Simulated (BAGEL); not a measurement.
# PBE0/6-31G(d) (density fitting with qzvpp-jkfit, spherical functions) run of CH4BFOS (SMILES COB(F)S)

What is the energy change on altering one bond length of CH4BFOS at PBE0/6-31G* (density fitting with qzvpp-jkfit, spherical functions)? 

The calculation is run with BAGEL 1.2.2.

3 further runs of the same task are left out: 3 set aside as unsound or not needed. Runs told in other sessions of the task aren't counted.

### Step 1. Starting point

CH4BFOS: 9 atoms, total charge 0, spin state singlet. As SMILES, `COB(F)S`. Geometry: relaxed at PBE0-D4/def2-TZVP. This is one conformer, not always the lowest.

Bond lengths: C1–O2 1.409 Å, O2–B3 1.344 Å, B3–F4 1.328 Å, B3–S5 1.819 Å, C1–H6 1.094 Å, C1–H7 1.089 Å, C1–H8 1.094 Å, S5–H9 1.341 Å. Some angles: C1–O2–B3 124.6°, O2–B3–F4 116.9°, O2–B3–S5 127.6°, F4–B3–S5 115.6°, O2–C1–H6 111.2°, O2–C1–H7 107.5°, O2–C1–H8 111.2°, B3–S5–H9 96.9°, H6–C1–H7 108.8°, H6–C1–H8 109.4°.

### Step 2. A single-point energy at PBE0/6-31G(d) (density fitting with qzvpp-jkfit, spherical functions)

Input file dft.json:

```json
{ "bagel" : [

{
  "title" : "molecule",
  "basis" : "6-31gs.json",
  "df_basis" : "qzvpp-jkfit",
  "angstrom" : true,
  "geometry" : [
    { "atom" : "C", "xyz" : [    0.905400,   -0.203000,    0.761200 ] },
    { "atom" : "O", "xyz" : [    0.392000,   -0.802100,   -0.406000 ] },
    { "atom" : "B", "xyz" : [   -0.675300,   -0.354100,   -1.088100 ] },
    { "atom" : "F", "xyz" : [   -1.026800,   -1.039500,   -2.170000 ] },
    { "atom" : "S", "xyz" : [   -1.708500,    1.093100,   -0.705400 ] },
    { "atom" : "H", "xyz" : [    1.235400,    0.821700,    0.566800 ] },
    { "atom" : "H", "xyz" : [    1.763400,   -0.792500,    1.081600 ] },
    { "atom" : "H", "xyz" : [    0.161700,   -0.199500,    1.563500 ] },
    { "atom" : "H", "xyz" : [   -1.047200,    1.475800,    0.396600 ] }
  ]
},
{
  "title" : "ks",
  "xc_func" : "pbe0"
},
{
  "title" : "print",
  "file" : "orbitals.molden",
  "orbitals" : true
}

]}
```

The basis set 6-31G* is read from a file made from the Basis Set Exchange's data (not shown).

The run is started by

```
BAGEL_NUM_THREADS=1 BAGEL dft.json > dft.out
```

Output:

```text
* using 1 threads per process

  ===============================================================
  ===============================================================

  *** Geometry ***

  { "atom" : "C", "xyz" : [      1.710958,     -0.383614,      1.438460 ] },
  { "atom" : "O", "xyz" : [      0.740773,     -1.515749,     -0.767229 ] },
  { "atom" : "B", "xyz" : [     -1.276132,     -0.669152,     -2.056211 ] },
  { "atom" : "F", "xyz" : [     -1.940371,     -1.964370,     -4.100706 ] },
  { "atom" : "S", "xyz" : [     -3.228597,      2.065660,     -1.333013 ] },
  { "atom" : "H", "xyz" : [      2.334568,      1.552788,      1.071097 ] },
  { "atom" : "H", "xyz" : [      3.332343,     -1.497608,      2.043928 ] },
  { "atom" : "H", "xyz" : [      0.305569,     -0.377000,      2.954587 ] },
  { "atom" : "H", "xyz" : [     -1.978921,      2.788858,      0.749465 ] },

  Number of auxiliary basis functions:      504

  Since a DF basis is specified, we compute 2- and 3-index integrals:
    o Being stored without compression. Storage requirement is 0.027 GB

  Number of basis functions:       82
  Number of electrons      :       48

    * METHOD: MOLECULE                             0.20

  *** Kohn-Sham DFT ***

    * Removing 17023 points whose weight is below 1.00e-10
    * Grid points: 117131

  === Nuclear Repulsion ===
   215.2697265317

       - DIIS with orbital gradients will be used.

  === KS iteration (pbe0 / 6-31gs.json) ===
      0       -600.39797462          0.12766127           0.36
      1       -527.60096426          0.19061987           0.33
      2       -503.13162678          0.22672183           0.34
      3       -587.68331100          0.18675440           0.35
      4       -623.99407492          0.15365617           0.34
      5       -637.21507015          0.04322296           0.38
      6       -637.58040166          0.03494861           0.37
      7       -638.26427321          0.01080459           0.35
      8       -638.31792745          0.00301597           0.36
      9       -638.32204983          0.00118657           0.35
     10       -638.32301021          0.00027021           0.36
     11       -638.32305756          0.00006058           0.34
     12       -638.32305879          0.00002716           0.35
     13       -638.32305925          0.00000713           0.34
     14       -638.32305928          0.00000237           0.37
     15       -638.32305928          0.00000136           0.35
     16       -638.32305928          0.00000033           0.36
     17       -638.32305928          0.00000016           0.38
     18       -638.32305928          0.00000005           0.41
     19       -638.32305928          0.00000002           0.35
     20       -638.32305928          0.00000001           0.35
    * SCF iteration converged.

    * Permanent dipole moment:
           (   -0.674635,    -0.331013,    -1.063511) a.u.

    * METHOD: KS                                   8.07

    * METHOD: PRINT                                0.01

  ===============================================================
```

Run time: 8.7 s. Hardware: 1 thread of Intel Xeon 6975P-C (Granite Rapids), shared host; peak memory 0.47 GiB.

### Step 3. The distorted shape, same level

Input file calc.json:

```json
{ "bagel": [

{
  "title": "molecule",
  "basis": "6-31gs.json",
  "df_basis": "qzvpp-jkfit",
  "angstrom": true,
  "geometry": [
    { "atom": "C", "xyz": [       0.806406,      -0.510391,       0.819516 ] },
    { "atom": "O", "xyz": [       0.293006,      -1.109491,      -0.347684 ] },
    { "atom": "B", "xyz": [      -0.774294,      -0.661491,      -1.029784 ] },
    { "atom": "F", "xyz": [      -1.125794,      -1.346891,      -2.111684 ] },
    { "atom": "S", "xyz": [      -1.807494,       0.785709,      -0.647084 ] },
    { "atom": "H", "xyz": [       1.235400,       0.821700,       0.566800 ] },
    { "atom": "H", "xyz": [       1.664406,      -1.099891,       1.139916 ] },
    { "atom": "H", "xyz": [       0.062706,      -0.506891,       1.621816 ] },
    { "atom": "H", "xyz": [      -1.146194,       1.168409,       0.454916 ] }
  ]
},

{
  "title": "ks",
  "xc_func": "pbe0",
  "charge": 0
},

{
  "title": "print",
  "file": "orbitals.molden",
  "orbitals": true
}

]}
```

The basis set 6-31G* is read from a file made from the Basis Set Exchange's data (not shown).

The run is started by

```
BAGEL_NUM_THREADS=1 BAGEL calc.json > calc.out
```

Output:

```text
* using 1 threads per process

  ===============================================================
  ===============================================================

  *** Geometry ***

  { "atom" : "C", "xyz" : [      1.523886,     -0.964499,      1.548661 ] },
  { "atom" : "O", "xyz" : [      0.553701,     -2.096634,     -0.657028 ] },
  { "atom" : "B", "xyz" : [     -1.463204,     -1.250037,     -1.946010 ] },
  { "atom" : "F", "xyz" : [     -2.127442,     -2.545255,     -3.990504 ] },
  { "atom" : "S", "xyz" : [     -3.415669,      1.484775,     -1.222812 ] },
  { "atom" : "H", "xyz" : [      2.334568,      1.552788,      1.071097 ] },
  { "atom" : "H", "xyz" : [      3.145272,     -2.078493,      2.154129 ] },
  { "atom" : "H", "xyz" : [      0.118497,     -0.957885,      3.064788 ] },
  { "atom" : "H", "xyz" : [     -2.165993,      2.207973,      0.859667 ] },

  Number of auxiliary basis functions:      504

  Since a DF basis is specified, we compute 2- and 3-index integrals:
    o Being stored without compression. Storage requirement is 0.027 GB

  Number of basis functions:       82
  Number of electrons      :       48

    * METHOD: MOLECULE                             0.21

  *** Kohn-Sham DFT ***

    * Removing 16646 points whose weight is below 1.00e-10
    * Grid points: 117508

  === Nuclear Repulsion ===
   214.1364393256

       - DIIS with orbital gradients will be used.

  === KS iteration (pbe0 / 6-31gs.json) ===
      0       -600.81116686          0.12725474           0.39
      1       -529.27948679          0.19530206           0.37
      2       -504.41154738          0.22746773           0.39
      3       -587.04647179          0.17650224           0.36
      4       -619.43947831          0.15963348           0.36
      5       -637.26302360          0.04219470           0.37
      6       -637.63472422          0.03391107           0.36
      7       -638.24973373          0.00857150           0.35
      8       -638.28051661          0.00321744           0.35
      9       -638.28602322          0.00102184           0.36
     10       -638.28678413          0.00022810           0.36
     11       -638.28680807          0.00007529           0.35
     12       -638.28681067          0.00002235           0.36
     13       -638.28681100          0.00000539           0.36
     14       -638.28681101          0.00000140           0.36
     15       -638.28681101          0.00000093           0.36
     16       -638.28681101          0.00000030           0.36
     17       -638.28681101          0.00000009           0.37
     18       -638.28681101          0.00000007           0.36
     19       -638.28681101          0.00000001           0.36
     20       -638.28681101          0.00000000           0.36
    * SCF iteration converged.

    * Permanent dipole moment:
           (   -0.601015,    -0.219502,    -1.051570) a.u.

    * METHOD: KS                                   8.18

    * METHOD: PRINT                                0.01

  ===============================================================
```

It took 8.7 s on 1 thread of Intel Xeon 6975P-C (Granite Rapids), shared host; peak memory 0.47 GiB.

### Step 4. What came out

Level: PBE0/6-31G* (density fitting with qzvpp-jkfit, spherical functions).

```
                                                         quantity          value
                                        first shape: total energy  -638.32306 Eh
                                       first shape: dipole moment         3.31 D
                                         first shape: HOMO energy       -7.81 eV
                                         first shape: LUMO energy        0.97 eV
                                       first shape: HOMO–LUMO gap        8.78 eV
                                    distorted shape: total energy  -638.28681 Eh
                                   distorted shape: dipole moment         3.13 D
                                     distorted shape: HOMO energy       -7.83 eV
                                     distorted shape: LUMO energy        0.62 eV
                                   distorted shape: HOMO–LUMO gap        8.46 eV
energy change with the C1–H6 bond stretched from 1.094 to 1.422 Å       0.986 eV
```

With the C1–H6 bond stretched from 1.094 to 1.422 Å the energy rises by 0.99 eV (22.7 kcal/mol). The first shape isn't relaxed at this level, so the change isn't measured from a minimum.
